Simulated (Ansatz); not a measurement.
Geometry optimisation, DFT LDA, scalar-relativistic, plane waves, PAW (Ansatz).

Input:

```yaml
crystal:
  lattice:
    - [10.86, 0.0, 0.0]
    - [0.0, 10.86, 0.0]
    - [0.0, 0.0, 10.86]
  atoms:
    - { symbol: Si, position: [0.4995856, -0.0039598, 0.0044032] }
    - { symbol: Si, position: [0.6234376, 0.1247902, 0.1228715] }
    - { symbol: P, position: [0.7465416, 0.2485094, 0.0007929], spin: 1.0 }
    - { symbol: Si, position: [0.8802061, 0.3799525, 0.1231807] }
    - { symbol: Si, position: [0.7438814, 0.0010211, 0.2470524] }
    - { symbol: Si, position: [0.8693185, 0.1254155, 0.3729437] }
    - { symbol: Si, position: [0.0008121, 0.0009885, 0.0006894] }
    - { symbol: Si, position: [0.126493, 0.1216022, 0.1266509] }
    - { symbol: Si, position: [0.2510616, 0.2551736, 9.91e-05] }
    - { symbol: Si, position: [0.3793552, 0.3780004, 0.122408] }
    - { symbol: Si, position: [0.498663, 0.4994843, 0.0041843] }
    - { symbol: Si, position: [0.6267896, 0.6281968, 0.1234479] }
    - { symbol: Si, position: [0.7503807, 0.7497001, 0.0022106] }
    - { symbol: Si, position: [0.8765298, 0.8704802, 0.125839] }
    - { symbol: Si, position: [0.2462096, 0.0033569, 0.2520573] }
    - { symbol: Si, position: [0.3775748, 0.1232146, 0.3757157] }
    - { symbol: Si, position: [0.4991047, 0.2530497, 0.2494138] }
    - { symbol: Si, position: [0.6244424, 0.3808775, 0.3769918] }
    - { symbol: Si, position: [0.7459346, 0.5015297, 0.2508039] }
    - { symbol: Si, position: [0.874926, 0.6253656, 0.3794144] }
    - { symbol: Si, position: [0.5030103, -0.0002722, 0.5011009] }
    - { symbol: Si, position: [0.6227321, 0.1247345, 0.6285879] }
    - { symbol: Si, position: [0.7548433, 0.2471121, 0.5017161] }
    - { symbol: Si, position: [0.8737897, 0.3772974, 0.6207588] }
    - { symbol: Si, position: [0.7495815, 9.28e-05, 0.7473286] }
    - { symbol: Si, position: [-0.0001202, 0.5006634, -0.0007231] }
    - { symbol: Si, position: [0.1213156, 0.6258641, 0.1275807] }
    - { symbol: Si, position: [0.256714, 0.7511578, -0.0034668] }
    - { symbol: Si, position: [0.3733783, 0.8728722, 0.1256158] }
    - { symbol: Si, position: [0.0013598, 0.2535596, 0.2543104] }
    - { symbol: Si, position: [0.1182572, 0.3740088, 0.3742207] }
    - { symbol: Si, position: [0.2517275, 0.4966646, 0.2518816] }
    - { symbol: Si, position: [0.3757359, 0.6251229, 0.3743808] }
    - { symbol: Si, position: [0.4993448, 0.7512694, 0.2471105] }
    - { symbol: Si, position: [0.6242548, 0.8739101, 0.3743345] }
    - { symbol: Si, position: [0.0026011, -0.0038063, 0.5013778] }
    - { symbol: Si, position: [0.1205581, 0.1262155, 0.6274457] }
    - { symbol: Si, position: [0.2492622, 0.2482917, 0.4974995] }
    - { symbol: Si, position: [0.3778448, 0.3757482, 0.6257048] }
    - { symbol: Si, position: [0.4995719, 0.5006798, 0.4991735] }
    - { symbol: Si, position: [0.6263073, 0.6242076, 0.6290797] }
    - { symbol: Si, position: [0.7492861, 0.7530676, 0.4978008] }
    - { symbol: Si, position: [0.8773274, 0.8756984, 0.6233788] }
    - { symbol: Si, position: [0.2496012, -0.0025286, 0.7482478] }
    - { symbol: Si, position: [0.3723532, 0.1168735, 0.8764885] }
    - { symbol: Si, position: [0.5005792, 0.2485304, 0.7512483] }
    - { symbol: Si, position: [0.6300682, 0.3685036, 0.869926] }
    - { symbol: Si, position: [0.7468565, 0.5002031, 0.7463977] }
    - { symbol: Si, position: [0.8746308, 0.6247507, 0.8783016] }
    - { symbol: Si, position: [-0.0001415, 0.7485651, 0.2503975] }
    - { symbol: Si, position: [0.1232278, 0.8720686, 0.3738781] }
    - { symbol: Si, position: [-0.0041429, 0.500071, 0.5011354] }
    - { symbol: Si, position: [0.1253976, 0.6242233, 0.6290625] }
    - { symbol: Si, position: [0.2481406, 0.7520267, 0.4973622] }
    - { symbol: Si, position: [0.3739179, 0.8770091, 0.6256986] }
    - { symbol: Si, position: [0.0030908, 0.2535562, 0.7545438] }
    - { symbol: Si, position: [0.1233919, 0.3728614, 0.8759351] }
    - { symbol: Si, position: [0.2509539, 0.5016866, 0.7550028] }
    - { symbol: Si, position: [0.3730909, 0.6275278, 0.8713137] }
    - { symbol: Si, position: [0.5036751, 0.7501703, 0.7483417] }
    - { symbol: Si, position: [0.6250419, 0.8735368, 0.873962] }
    - { symbol: Si, position: [-0.0026122, 0.7477058, 0.7486331] }
    - { symbol: Si, position: [0.1177161, 0.8695076, 0.8740146] }
magnetization:
  spin_polarized: true
total_charge: 2
basis:
  ecutwfc: 420.0
kpoints:
  mp_grid: { grid: [1, 1, 1] }
hamiltonian:
  xc: lda
  pseudopotentials: { kind: paw, azcp: { folder: soft_1 } }
scf:
  occupations: { method: gaussian, width: 0.05 }
  lower_state_search: "off"
relax:
  f_tol: 0.03
  max_steps: 60
  adjacent_minimum: "off"
```

Run as:

```bash
$ ansatz run input.yaml --threads 4 --pin off --max-ram 10240MiB --backend cpu --events-out ev --progress --plain --runs-dir out
```

Question: Where does it end, and by what steps?

Answer: The run converged. Limits of this set-up: coarse k mesh, PAW files made for another functional, a typed lattice constant that wasn't relaxed here, charged cell in a uniform background, uncorrected. After 4 steps the energy has fallen by 1.389 eV; Si4 moved furthest, 0.16 Å.

| step | energy less start (eV) | largest force component (eV/Å) | accepted |
| --- | --- | --- | --- |
| 0 | 0.0000 | 1.324 | yes |
| 1 | -1.2603 | 0.383 | yes |
| 2 | -1.3841 | 0.081 | yes |
| 3 | -1.3885 | 0.038 | yes |
| 4 | -1.3895 | 0.013 | yes |

```xyz
63
Lattice="10.8600 0.0000 0.0000 0.0000 10.8600 0.0000 0.0000 0.0000 10.8600" Properties=species:S:1:pos:R:3
Si 5.447 0.042 0.001
Si 6.797 1.437 1.346
P 8.139 2.716 0.005
Si 9.419 4.058 1.347
Si 8.142 0.042 2.695
Si 9.498 1.356 4.076
Si 0.048 -0.052 -0.006
Si 1.325 1.375 1.329
Si 2.712 2.718 0.006
Si 4.052 4.082 1.371
Si 5.411 5.445 0.037
Si 6.774 6.804 1.370
Si 8.138 8.144 0.005
Si 9.481 9.531 1.329
Si 2.704 -0.007 2.701
Si 4.068 1.356 4.076
Si 5.411 2.748 2.734
Si 6.774 4.082 4.092
Si 8.107 5.445 2.733
Si 9.500 6.787 4.075
Si 5.443 -0.007 5.439
Si 6.814 1.375 6.818
Si 8.139 2.717 5.433
Si 9.481 4.041 6.819
Si 8.147 -0.055 8.094
Si -0.047 5.408 0.002
Si 1.336 6.773 1.348
Si 2.710 8.145 0.016
Si 4.083 9.520 1.348
Si -0.047 2.713 2.696
Si 1.336 4.059 4.061
Si 2.693 5.438 2.726
Si 4.068 6.788 4.076
Si 5.417 8.162 2.726
Si 6.796 9.519 4.060
Si 0.004 -0.009 5.408
Si 1.368 1.317 6.775
Si 2.711 2.728 5.433
Si 4.083 4.059 6.808
Si 5.418 5.438 5.450
Si 6.796 6.772 6.808
Si 8.128 8.145 5.433
Si 9.539 9.487 6.776
Si 2.735 -0.009 8.139
Si 4.067 1.356 9.505
Si 5.447 2.712 8.191
Si 6.797 4.057 9.585
Si 8.142 5.407 8.191
Si 9.498 6.787 9.505
Si 0.002 8.151 2.700
Si 1.362 9.493 4.055
Si 0.003 5.412 5.439
Si 1.363 6.767 6.781
Si 2.712 8.143 5.431
Si 4.089 9.492 6.781
Si 0.051 2.708 8.095
Si 1.326 4.042 9.523
Si 2.705 5.413 8.141
Si 4.068 6.787 9.504
Si 5.442 8.150 8.141
Si 6.813 9.529 9.523
Si 0.004 8.119 8.140
Si 1.367 9.487 9.465
```

Whether the end is a true minimum wasn't checked by a vibrational analysis.

Run time: 58 s on 4 threads of Arm Neoverse V1, on a shared host, peak memory 1.5 GiB.
